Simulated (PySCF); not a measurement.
# Cl2Mn (MnCl2): the cost of one run

Computed with PySCF 2.14.0 and routines of our own; the level stands in each step. Atoms count from 0.

## 1. The starting structure

3 atoms, charge 0, states of the metal's open shell are computed; geometry from: model start, shaken.

## 2. Optimising the geometry at PBE0-D3(BJ)/def2-TZVP

What the job is given:

```
{"job": {"xc": "PBE0", "basis": "def2-TZVP", "d3": "d3bj", "grid": 1, "maxiter": 45, "kind": "geom"}, "charge": 0, "metal": "Mn", "open_shell": "d5"}
Mn     0.000020     0.004480    -0.004110
Cl    -0.013360    -0.006820     2.285130
Cl     0.000900     0.020100    -2.307380
```

On the command line:

```
$ OMP_NUM_THREADS=1 python lf_run.py task.json out
```

One launch serves the whole session: the jobs run in the order shown.

**Question.** How long does this first job take on 1 thread of Arm Neoverse V1, shared host, and how much memory does it need?

About 32 s, with a peak of 0.38 GiB.
